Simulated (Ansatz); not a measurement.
**AlClFGeH₃: a ladder of functionals and wavefunction methods**

How much do the methods differ for AlClFGeH₃? The plan is to run it at one geometry with functionals of several rungs and with coupled cluster, and see how far each lands from CCSD(T) at the basis-set limit for the atomisation energy.

The runs use Ansatz 0.2.0, Gaussian basis; functionals in def2-TZVPP, the program's frozen cores in correlated methods.

Levels to be run: LDA (SPW92), PBE-D4, revPBE-D4, BLYP-D4, r2SCAN-D4, B97M-V, PBE0-D4, B3LYP-D4, r2SCANh-D4, r2SCAN0-D4, HSE06-D4, BHLYP-D4, CAM-B3LYP-D4, LC-ωPBE, ωB97X-V, ωB97M-V, B2PLYP, PBE-QIDH; CCSD(T)/def2-SVP; CCSD(T)/def2-TZVPP; MP2/def2-QZVPP; extrapolation to the limit; RPA on PBE.

### 1 The relaxed structure

The geometry comes from an earlier relaxation with PBE0-D4 in a triple-zeta def2 set; it is a stationary point, not always the lowest conformer.

SMILES `[F][Al]([Cl])[GeH3]`, 7 atoms, charge 0, spin multiplicity 1.

Atoms are counted from 1 here; the program's logs count them from 0.

Bond lengths: F1–Al2 1.644 Å, Al2–Cl3 2.087 Å, Al2–Ge4 2.454 Å, Ge4–H5 1.538 Å, Ge4–H6 1.538 Å, Ge4–H7 1.536 Å. Angles: F1–Al2–Cl3 116.8°, F1–Al2–Ge4 119.8°, Cl3–Al2–Ge4 123.3°, Al2–Ge4–H5 110.3°, Al2–Ge4–H6 110.3°, Al2–Ge4–H7 111.2°, H5–Ge4–H6 107.8°, H5–Ge4–H7 108.6°, H6–Ge4–H7 108.6°.

### 2 LDA

This LDA is Slater exchange with PW92 correlation.

Contents of in.yaml:

```yaml
crystal:
  periodic: [false, false, false]
  atoms:
    - {symbol: F, position_ang: [1.675943, -0.560116, 1.938881]}
    - {symbol: Al, position_ang: [0.688063, -0.954489, 0.684906]}
    - {symbol: Cl, position_ang: [0.530863, -2.981240, 0.211011]}
    - {symbol: Ge, position_ang: [-0.512913, 0.810056, -0.525033]}
    - {symbol: H, position_ang: [0.481444, 1.816283, -1.127466]}
    - {symbol: H, position_ang: [-1.438471, 1.578245, 0.432850]}
    - {symbol: H, position_ang: [-1.363630, 0.223262, -1.660851]}
basis:
  gaussian: {orbitals: def2-TZVPP}
hamiltonian: {xc: lda}
output: {orbitals: {seedname: orbitals}}
```

After this run come: PBE-D4 (GGA); revPBE-D4 (GGA); BLYP-D4 (GGA); r2SCAN-D4 (meta-GGA); B97M-V (meta-GGA); PBE0-D4 (hybrid); B3LYP-D4 (hybrid); r2SCANh-D4 (hybrid); r2SCAN0-D4 (hybrid); HSE06-D4 (hybrid); BHLYP-D4 (hybrid); CAM-B3LYP-D4 (range-separated); LC-ωPBE-D4 (range-separated); ωB97X-V (range-separated); ωB97M-V (range-separated); B2PLYP (double hybrid); PBE-QIDH (double hybrid); CCSD(T) in def2-SVP; CCSD(T) in def2-TZVPP; MP2 in def2-QZVPP; RPA on PBE orbitals.

Q: Predict the results of all the runs planned. Wanted: atomisation energy, CCSD(T)/CBS; farthest beyond LDA; mean size of error, GGA; mean size of error, meta-GGA; mean size of error, hybrid; mean size of error, range-separated; mean size of error, double hybrid; gap, smallest and largest; T1 diagnostic.

As calculated:

```
                               quantity                                      value
        atomisation energy, CCSD(T)/CBS                                  22.276 eV
    functionals within 0.223 eV (1.0 %)     r2SCAN-D4, B97M-V, r2SCANh-D4, ωB97X-V
                    farthest beyond LDA                       BHLYP-D4 (-0.899 eV)
                mean size of error, GGA                                   0.624 eV
           mean size of error, meta-GGA                                   0.100 eV
             mean size of error, hybrid                                   0.526 eV
    mean size of error, range-separated                                   0.267 eV
      mean size of error, double hybrid                                   0.483 eV
              gap, smallest and largest  4.92 eV (LDA (SPW92)), 11.47 eV (LC-ωPBE)
                          T1 diagnostic                                     0.0120
triples share of the correlation energy                                      3.3 %
```

**Reading.** The LDA atomisation energy is off by 2.466 eV (11 %): it overbinds. PBE-D4 misses by -0.329 eV. Double hybrids carry the basis error of their MP2 part in triple zeta, and no dispersion term here, so their miss is partly the set-up's. By mean error the best rung here is meta-GGA (0.100 eV) and the worst beyond LDA is GGA (0.624 eV). The reference freezes the cores and leaves out relativity and excitations past (T), and its outer-core shells are covered unevenly, so misses under about 0.223 eV can't be ranked. Hartree-Fock recovers 75 % of the binding; the rest is correlation. CCSD(T) in def2-SVP is off by -1.600 eV, which most functionals beat. Orbital gaps span 4.9 to 11.5 eV; exact exchange widens them. Correlated methods include outer-core shells of Ge, which these sets cover unevenly.
